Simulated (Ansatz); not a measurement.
**C2H3BFNO: basis-set convergence**

The task here is to estimate one member of a computed series from the others.

Computed with Ansatz 0.2.0, Gaussian basis. Level: one geometry, several basis sets.

Plan: PBE0-D4/def2-SVP; ωB97M-V/def2-SVP; PBE0-D4/def2-QZVPP; ωB97M-V/def2-QZVPP; the functionals' def2-TZVPP values are taken from earlier runs.

**The geometry**

An earlier PBE0-D4 in a triple-zeta def2 set relaxation fixed the geometry.

SMILES `FC/N=C1/BO1`, 9 atoms, charge 0, spin multiplicity 1.

Atoms are counted from 1 here; the program's logs count them from 0.

Bond lengths: F1–C2 1.377 Å, C2–N3 1.414 Å, C2–H7 1.095 Å, C2–H8 1.095 Å, N3–C4 1.233 Å, C4–B5 1.475 Å, C4–O6 1.464 Å, B5–O6 1.354 Å, B5–H9 1.182 Å. Angles: F1–C2–N3 115.2°, F1–C2–H7 107.7°, F1–C2–H8 107.7°, N3–C2–H7 108.4°, N3–C2–H8 108.4°, H7–C2–H8 109.4°, C2–N3–C4 126.7°, N3–C4–B5 170.5°, N3–C4–O6 134.6°, B5–C4–O6 54.9°, C4–B5–O6 62.2°, C4–B5–H9 160.9°, O6–B5–H9 137.0°, C4–O6–B5 63.0°.

Set-up of the first run:

Input file in.yaml:

```yaml
crystal:
  periodic: [false, false, false]
  atoms:
    - {symbol: F, position_ang: [-1.102839, -1.536409, 0.320608]}
    - {symbol: C, position_ang: [-0.238210, -0.969862, 1.230566]}
    - {symbol: N, position_ang: [0.477881, 0.155273, 0.761300]}
    - {symbol: C, position_ang: [0.400161, 0.663109, -0.359857]}
    - {symbol: B, position_ang: [0.473379, 1.428894, -1.618333]}
    - {symbol: O, position_ang: [-0.371336, 0.372127, -1.569405]}
    - {symbol: H, position_ang: [-0.825060, -0.665949, 2.103084]}
    - {symbol: H, position_ang: [0.482590, -1.737999, 1.527953]}
    - {symbol: H, position_ang: [0.791935, 2.244517, -2.413016]}
basis:
  gaussian: {orbitals: def2-SVP}
hamiltonian: {xc: pbe0, dispersion: d4}
output: {orbitals: {seedname: orbitals}}
```

Steps of the session up to this table: PBE0-D4 in def2-SVP; ωB97M-V in def2-SVP; PBE0-D4 in def2-QZVPP; ωB97M-V in def2-QZVPP.

One of the session's tables, all rows but one given; the rest of the session is left out.

It belongs to the step «Functionals by basis». 

| functional | basis | HOMO (eV) |
| --- | --- | --- |
| PBE0-D4 | def2-SVP | -7.69 |
| PBE0-D4 | def2-TZVPP | ? |
| PBE0-D4 | def2-QZVPP | -7.86 |
| ωB97M-V | def2-SVP | -9.94 |
| ωB97M-V | def2-TZVPP | -10.11 |
| ωB97M-V | def2-QZVPP | -10.14 |

Q: Estimate the row for PBE0-D4, def2-TZVPP from the others.

The run gave: HOMO (eV): -7.83. In the column «HOMO (eV)» it lies between PBE0-D4, def2-QZVPP (-7.86) and PBE0-D4, def2-SVP (-7.69).
